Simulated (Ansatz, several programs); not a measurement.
MgCdSe2, ordered on the rocksalt lattice (R-3m) with 4 atoms a cell, relaxed with r2SCAN in Ansatz (plane waves, PAW): space group R-3m (No. 166), trigonal; a = 3.951 Å, c = 19.353 Å in the conventional setting, 21.81 Å³ an atom. Mg has 6 Se at 2.76 Å; Cd has 6 Se at 2.83 Å; Se has 3 Mg at 2.76 Å and 3 Cd at 2.83 Å. The cell was then scaled with its shape and fractional coordinates held, which makes it stiffer than a relaxed compression. The cell comes from a prototype generator: it can be a known phase or a hypothetical one. Spin polarisation is off.

| V (Å³/atom) | E (meV/atom) |
| --- | --- |
| 20.498 | 18.79 |
| 21.152 | 4.46 |
| 21.806 | 0.00 |
| 23.115 | 14.99 |

Question: Pass a cubic E = c₀ + c₁u + c₂u² + c₃u³, with u = V − 21.643 Å³, through these points.

Answer: c₀ = 0.27, c₁ = -3.287, c₂ = 10.283, c₃ = -0.8522 (meV and Å³).

Question: Where is the minimum, and what bulk modulus follows?

Answer: dE/du = 0 at u = +0.163, so V₀ = 21.81 Å³. B = V₀ d²E/dV² = 21.81 × (2c₂ + 6c₃u) = 21.81 × 19.731 = 430 meV/Å³, and 1 meV/Å³ is 0.16022 GPa: 69 GPa. A third-order Birch-Murnaghan fit to all five points gives 21.81 Å³ and 68 GPa.

Question: Predict the energy and the pressure at the withheld volume, 22.461 Å³.

Answer: With u = +0.818: E ≈ 4.00 meV and P = −dE/dV ≈ -1.89 GPa. The run gives 3.93 meV and, from its stress, -1.88 GPa.
